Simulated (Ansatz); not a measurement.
**TaRu: a tetragonal deformation path**

The task here is to estimate one member of a computed series from the others.

Computed with Ansatz 0.2.0 (DFT PBEsol, scalar-relativistic, plane waves, PAW, unless a step's input says otherwise).

## The system as given

It takes space group P4/mmm (No. 123, tetragonal). Conventional cell: a = 3.053 Å, b = 3.053 Å, c = 3.389 Å, α = 90.00°, β = 90.00°, γ = 90.00°. Around Ta (site symmetry 4/mmm) lie 8 Ru at 2.74 Å and 4 Ta at 3.05 Å. Ru (site symmetry 4/mmm) has 8 Ta at 2.74 Å and 4 Ru at 3.05 Å in its first shell of neighbours.

Coordinates:

```cif
data_structure
_symmetry_space_group_name_H-M 'P4/mmm'
_symmetry_Int_Tables_number 123
_cell_length_a 3.0530
_cell_length_b 3.0530
_cell_length_c 3.3890
_cell_angle_alpha 90.000
_cell_angle_beta 90.000
_cell_angle_gamma 90.000
_cell_volume 31.59
loop_
_atom_site_label
_atom_site_type_symbol
_atom_site_symmetry_multiplicity
_atom_site_Wyckoff_symbol
_atom_site_fract_x
_atom_site_fract_y
_atom_site_fract_z
_atom_site_occupancy
Ta1 Ta 1 d 0.50000 0.50000 0.50000 1
Ru1 Ru 1 a 0.00000 0.00000 0.00000 1
```

No relaxation comes first: the listed cell is the starting point.

## Zero of energy

The reference gives a free energy of -15623.5874 eV, pressure -5.18 GPa, largest force 0.000 eV/Å and gap on the mesh none (metal). It was computed beforehand with the settings of the runs below.

Set-up of the first run:

At fixed volume and fractional coordinates, lengths along (0.000, 0.000, 1.000) are scaled against those across it; ρ is that ratio over its starting value.

input.yaml

```yaml
crystal:
  lattice:
    - [3.2229519371, 0.0, 0.0]
    - [0.0, 3.2229519371, 0.0]
    - [0.0, 0.0, 3.0410076966]
  atoms:
    - { symbol: Ta, position: [0.5, 0.5, 0.5] }
    - { symbol: Ru, position: [0.0, 0.0, 0.0] }
basis:
  ecutwfc: 420
kpoints:
  mp_grid: { grid: [18, 18, 16] }
hamiltonian:
  xc: pbesol
scf:
  occupations: { method: gaussian, width: 0.15 }
output:
  forces: true
  stress: true
  eigenvalues: true
  write_density: true
  write_potential: true
  elf: true
  volumetric_format: npy
```

Command:

```console
$ ansatz run input.yaml --threads 1 --pin off --max-ram 2560MiB --backend cpu --events-out ev --progress --plain --runs-dir out
```

Steps of the session up to this table: At ρ = 0.850; ρ = 1.200; Point ρ = 0.920; Point ρ = 1.100; At ρ = 0.960; ρ = 1.050; ρ = 0.800; ρ = 1.300.

One table of the session follows, with a row left open; its other results are not shown here.

```
    ρ  ΔE (meV/atom)  pressure (GPa)
0.800           48.2            -4.6
0.850           24.6            -5.1
0.920           28.9            -5.2
0.960           11.5            -5.3
1.000            0.0            -5.2
1.050            8.5            -4.9
1.100              ?               ?
1.200          129.5            -5.0
1.300          211.1            -5.3
```

**Question.** Estimate the row for ρ = 1.100.

Worked estimate for «ΔE (meV/atom)». A straight line through the neighbours (1.050, 8.5) and (1.200, 129.5) gives 8.5 + (129.5 − 8.5) × (1.100 − 1.050) / (1.200 − 1.050) = 48.8; a parabola fitted to 4 rows on both sides gives 49.4.

As computed: ΔE (meV/atom): 40.1; pressure (GPa): -4.8. In «ΔE (meV/atom)» the line misses by +8.7 and the parabola by +9.3.
